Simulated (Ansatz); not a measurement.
# MnNi3: the cost of one run

Program: Ansatz 0.2.0. Level of theory: DFT r2SCAN, scalar-relativistic, plane waves, PAW. These are calculated values, not measurements.

2 further runs of the same task are left out: 2 set aside as unsound or not needed.

### Step 1. The structure to begin with

It takes space group Pm-3m (No. 221, cubic). Conventional cell: a = 3.549 Å, b = 3.549 Å, c = 3.549 Å, α = 90.00°, β = 90.00°, γ = 90.00°. Around Mn (site symmetry m-3m) lie 12 Ni at 2.51 Å. Ni (site symmetry 4/mmm) is surrounded by 4 Mn at 2.51 Å and 8 Ni at 2.51 Å.

As a file:

```
CELL_PARAMETERS angstrom
3.54911 0.00000 0.00000
0.00000 3.54911 0.00000
0.00000 0.00000 3.54911
ATOMIC_POSITIONS crystal
Mn 0.00000 0.00000 0.00000
Ni 0.00000 0.50000 0.50000
Ni 0.50000 0.00000 0.50000
Ni 0.50000 0.50000 0.00000
```

This cell was relaxed beforehand with the same method: volume 11.18 Å³/atom, gap on the mesh none (metal), site moments up to 3.5 μB.

### Step 2. Reference cell for the strains

input.yaml reads:

```yaml
crystal:
  lattice:
    - [3.5491098362, 0.0, 0.0]
    - [0.0, 3.5491098362, 0.0]
    - [0.0, 0.0, 3.5491098362]
  atoms:
    - { symbol: Mn, position: [0.0, 0.0, 0.0], spin: 3.9 }
    - { symbol: Ni, position: [0.0, 0.5, 0.5], spin: 0.82 }
    - { symbol: Ni, position: [0.5, 0.0, 0.5], spin: 0.82 }
    - { symbol: Ni, position: [0.5, 0.5, 0.0], spin: 0.82 }
basis:
  ecutwfc: 500
kpoints:
  mp_grid: { grid: [14, 14, 14] }
hamiltonian:
  xc: r2scan
scf:
  occupations: { method: gaussian, width: 0.1 }
output:
  forces: true
  stress: true
  eigenvalues: true
  populations: true
magnetization:
  spin_polarized: true
```

On the command line:

```sh
$ ansatz run input.yaml --threads 1 --pin off --max-ram 2560MiB --backend cpu --events-out ev --progress --plain --runs-dir out
```

Q: Estimate wall time and peak memory on 1 thread of Arm Neoverse V1, shared host.

About 2.9 min, with a peak of 0.8 GiB.
